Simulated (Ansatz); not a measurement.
The system is GdO.

```
CELL_PARAMETERS angstrom
0.00000 2.70000 2.70000
2.70000 0.00000 2.70000
2.70000 2.70000 0.00000
ATOMIC_POSITIONS crystal
Gd 0.00000 0.00000 0.00000
O 0.75000 0.75000 0.75000
```

Base run:

```yaml
Program: Ansatz 0.2.0
Functional: PBEsol
Potentials_or_basis: all-electron LAPW, scalar-relativistic
Cutoff: 328 eV
Density_cutoff: 1312 eV
Basis_error_allowed: 0.001 eV/atom
k_mesh: 9 × 9 × 9
Occupations: fermi-dirac, width 0.05 eV
Spin: collinear spin, ferromagnetic start
Starting_moments: "[7.0, 0.0] μB"
```

Its results: pressure -4.5 GPa; net moment 7.50 μB per cell; site moments Gd +7.01; O -0.02 μB.

Q: The run is repeated on the same cell with these changes: functional from PBEsol to LDA. What comes out?

A: Pressure -7.7 GPa; net moment 6.99 μB per cell; site moments Gd +6.82; O -0.05 μB.

LDA binds more tightly than PBEsol, so the same cell stands under less pressure.

Caveats: an open f shell can end in a state above the lowest; a cell with one magnetic atom can't hold antiferromagnetic order, which such compounds often take.

Not every run made on this cell is shown here.
